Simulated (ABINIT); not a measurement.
# GeW (Fm-3m) in ABINIT: equation of state

Aim: energy against volume of GeW in PBE, for its equilibrium volume and stiffness.

Everything below comes from runs of ABINIT 10.8.3 (patched build). Logs are shortened: lines on timing, memory, paths and dates and some standing lists are left out, and cuts for length are marked. The log counts tension as positive stress, the text compression.

**1. The crystal as given**

Symmetry: Fm-3m, No. 225, cubic system. Conventional cell: a = 5.155 Å, b = 5.155 Å, c = 5.155 Å, α = 90.00°, β = 90.00°, γ = 90.00°. Ge (site symmetry m-3m) has 6 W at 2.58 Å as nearest neighbours. W (site symmetry m-3m) has 6 Ge at 2.58 Å as nearest neighbours.

The cell was built by a generator and needn't be a form met in nature.

**2. Equation of state, PBE**

File run.abi:

```
# Datasets: one volume each
ndtset 7
getwfk -1
scalecart1 3*0.9795861087
scalecart2 3*0.9864848297
scalecart3 3*0.9932883884
scalecart4 3*1.0000000000
scalecart5 3*1.0066227096
scalecart6 3*1.0131594038
scalecart7 3*1.0196128224

# Pseudopotentials
pp_dirpath "./"
pseudos "Ge.GGA_PBE-JTH.xml, W.GGA_PBE-JTH.xml"

# Structure
acell 6.8886016733 6.8886016733 6.8886016733
rprim
     0.0000000000     0.7071067812     0.7071067812
     0.7071067812     0.0000000000     0.7071067812
     0.7071067812     0.7071067812     0.0000000000
ntypat 2
znucl 32 74
natom 2
typat 1 2
xred
     0.5000000000     0.5000000000     0.5000000000
     0.0000000000     0.0000000000     0.0000000000

# Plane-wave basis
ecut 22.0
pawecutdg 44.0
pawxcdev 0

# k points
kptopt 1
ngkpt 9 9 9
nshiftk 1
shiftk 0.0 0.0 0.0

# Exchange and correlation
ixc 11

# Bands and occupations
nband 18
occopt 3
tsmear 0.00183747

# SCF cycle
nstep 100
tolvrs 1.0e-9

# Output
iomode 3
prtwf 1
prtden 0
prteig 0
prtebands 0
enunit 1
```

Potentials or basis: JTH PAW PBE v2.0.

The run is started by

```sh
> abinit run.abi > log 2>&1
```

run.abo:

```text
.Version 10.8.3 of ABINIT
 DATASET    1 : space group Fm -3 m (#225); Bravais cF (face-center cubic)
================================================================================
 Values of the parameters that define the memory need for DATASET  1.
     intxc =       0    ionmov =       0      iscf =      17    lmnmax =      18
     lnmax =       6     mgfft =      30  mpssoang =       3    mqgrid =    3001
     natom =       2  nloc_mem =       2    nspden =       1   nspinor =       1
    nsppol =       1      nsym =      48    n1xccc =       1    ntypat =       2
    occopt =       3   xclevel =       2
       mpw =        1083          nfft =       27000          nkpt =          35
 PAW method is used; the additional fine FFT grid is defined by:
   mgfftf=        45    nfftf =     91125
================================================================================
================================================================================
[... 71 lines left out ...]
 DATASET    7 : space group Fm -3 m (#225); Bravais cF (face-center cubic)
================================================================================
 Values of the parameters that define the memory need for DATASET  7.
     intxc =       0    ionmov =       0      iscf =      17    lmnmax =      18
     lnmax =       6     mgfft =      30  mpssoang =       3    mqgrid =    3001
     natom =       2  nloc_mem =       2    nspden =       1   nspinor =       1
    nsppol =       1      nsym =      48    n1xccc =       1    ntypat =       2
    occopt =       3   xclevel =       2
       mpw =        1225          nfft =       27000          nkpt =          35
 PAW method is used; the additional fine FFT grid is defined by:
   mgfftf=        45    nfftf =     91125
================================================================================
================================================================================

--------------------------------------------------------------------------------
------------- Echo of variables that govern the present computation ------------
--------------------------------------------------------------------------------
 -outvars: echo values of preprocessed input variables --------
            acell      6.8886016733E+00  6.8886016733E+00  6.8886016733E+00 Bohr
              amu      7.26100000E+01  1.83850000E+02
             ecut      2.20000000E+01 Hartree
           enunit           1
           getwfk          -1
              ixc          11
           jdtset        1    2    3    4    5    6    7
         kptrlatt        9    0    0      0    9    0      0    0    9
          kptrlen1     6.07318066E+01
          kptrlen2     6.11595094E+01
          kptrlen3     6.15813125E+01
          kptrlen4     6.19974151E+01
          kptrlen5     6.24080059E+01
          kptrlen6     6.28132641E+01
          kptrlen7     6.32133594E+01
            natom           2
            nband          18
           ndtset           7
            ngfft          30      30      30
          ngfftdg          45      45      45
             nkpt          35
[... 68 lines left out ...]

 chkinp: Checking input parameters for consistency, jdtset=   1.

 chkinp: Checking input parameters for consistency, jdtset=   2.
[... 40 lines left out ...]
 getcut: wavevector=  0.0000  0.0000  0.0000  ngfft=  45  45  45
         ecut(hartree)=     44.000   => boxcut(ratio)=   2.18367

--- Pseudopotential description ------------------------------------------------
- pspini: atom type   1  psp file is ./Ge.GGA_PBE-JTH.xml
 Pseudopotential format is: paw10
 basis_size (lnmax)=  6 (lmn_size= 18), orbitals=   0   0   1   1   2   2
 Spheres core radius: rc_sph= 2.30476891
 Shapefunction is SIN type: shapef(r)=[sin(pi*r/rshp)/(pi*r/rshp)]**2
 Radius for shape functions =  1.99988291
 Compensation charge density is not taken into account in XC energy/potential

- pspini: atom type   2  psp file is ./W.GGA_PBE-JTH.xml
 Pseudopotential format is: paw10
 basis_size (lnmax)=  6 (lmn_size= 18), orbitals=   0   0   1   1   2   2
 Spheres core radius: rc_sph= 2.41188978
 Shapefunction is BESSEL type: shapef(r,l)=aa(1,l)*jl(q(1,l)*r)+aa(2,l)*jl(q(2,l)*r)
 Radius for shape functions =  2.10354610
 Compensation charge density is not taken into account in XC energy/potential

   1.88539844E+03                                ecore*ucvol(ha*bohr**3)
--------------------------------------------------------------------------------

[... 1242 lines left out ...]
-Cartesian components of stress tensor (GPa)         [Pressure= -9.0186E+00 GPa]
- sigma(1 1)=  9.01858100E+00  sigma(3 2)=  0.00000000E+00
- sigma(2 2)=  9.01858100E+00  sigma(3 1)=  0.00000000E+00
- sigma(3 3)=  9.01858100E+00  sigma(2 1)=  0.00000000E+00

== END DATASET(S) ==============================================================
================================================================================

 -outvars: echo values of variables after computation  --------
            acell      6.8886016733E+00  6.8886016733E+00  6.8886016733E+00 Bohr
           etotal1    -1.6454494848E+02
           etotal2    -1.6454663513E+02
           etotal3    -1.6454763661E+02
           etotal4    -1.6454802945E+02
           etotal5    -1.6454787125E+02
           etotal6    -1.6454721753E+02
           etotal7    -1.6454612946E+02
            fcart1    -0.0000000000E+00 -0.0000000000E+00 -0.0000000000E+00
                      -0.0000000000E+00 -0.0000000000E+00 -0.0000000000E+00
            fcart2    -0.0000000000E+00 -0.0000000000E+00 -0.0000000000E+00
                      -0.0000000000E+00 -0.0000000000E+00 -0.0000000000E+00
            fcart3    -0.0000000000E+00 -0.0000000000E+00 -0.0000000000E+00
                      -0.0000000000E+00 -0.0000000000E+00 -0.0000000000E+00
            fcart4    -0.0000000000E+00 -0.0000000000E+00 -0.0000000000E+00
                      -0.0000000000E+00 -0.0000000000E+00 -0.0000000000E+00
            fcart5    -0.0000000000E+00 -0.0000000000E+00 -0.0000000000E+00
                      -0.0000000000E+00 -0.0000000000E+00 -0.0000000000E+00
[... 38 lines left out ...]
                       0.0000000000E+00  0.0000000000E+00  0.0000000000E+00
           xangst1     2.5249909480E+00  2.5249909480E+00  2.5249909480E+00
                       0.0000000000E+00  0.0000000000E+00  0.0000000000E+00
           xangst2     2.5427731602E+00  2.5427731602E+00  2.5427731602E+00
                       0.0000000000E+00  0.0000000000E+00  0.0000000000E+00
           xangst3     2.5603100811E+00  2.5603100811E+00  2.5603100811E+00
                       0.0000000000E+00  0.0000000000E+00  0.0000000000E+00
           xangst4     2.5776099983E+00  2.5776099983E+00  2.5776099983E+00
                       0.0000000000E+00  0.0000000000E+00  0.0000000000E+00
           xangst5     2.5946807608E+00  2.5946807608E+00  2.5946807608E+00
                       0.0000000000E+00  0.0000000000E+00  0.0000000000E+00
           xangst6     2.6115298091E+00  2.6115298091E+00  2.6115298091E+00
                       0.0000000000E+00  0.0000000000E+00  0.0000000000E+00
           xangst7     2.6281642054E+00  2.6281642054E+00  2.6281642054E+00
                       0.0000000000E+00  0.0000000000E+00  0.0000000000E+00
             xred      5.0000000000E-01  5.0000000000E-01  5.0000000000E-01
                       0.0000000000E+00  0.0000000000E+00  0.0000000000E+00
 Calculation completed.
```

Wall time 3.1 min (1 thread of Arm Neoverse V1, shared host); peak memory 0.16 GiB.

Results:

- Equilibrium volume: 17.19 Å³/atom
- Bulk modulus: 171 GPa
- Pressure derivative of the bulk modulus: 4.5

Energy against volume, from the lowest point:
```tsv
volume (Å³/atom)	energy (meV/atom)
16.098	41.92
16.441	18.97
16.783	5.34
17.126	0.00
17.468	2.15
17.811	11.05
18.153	25.85
```

Caveat: pressures at fixed basis lie under the slope of the energies.
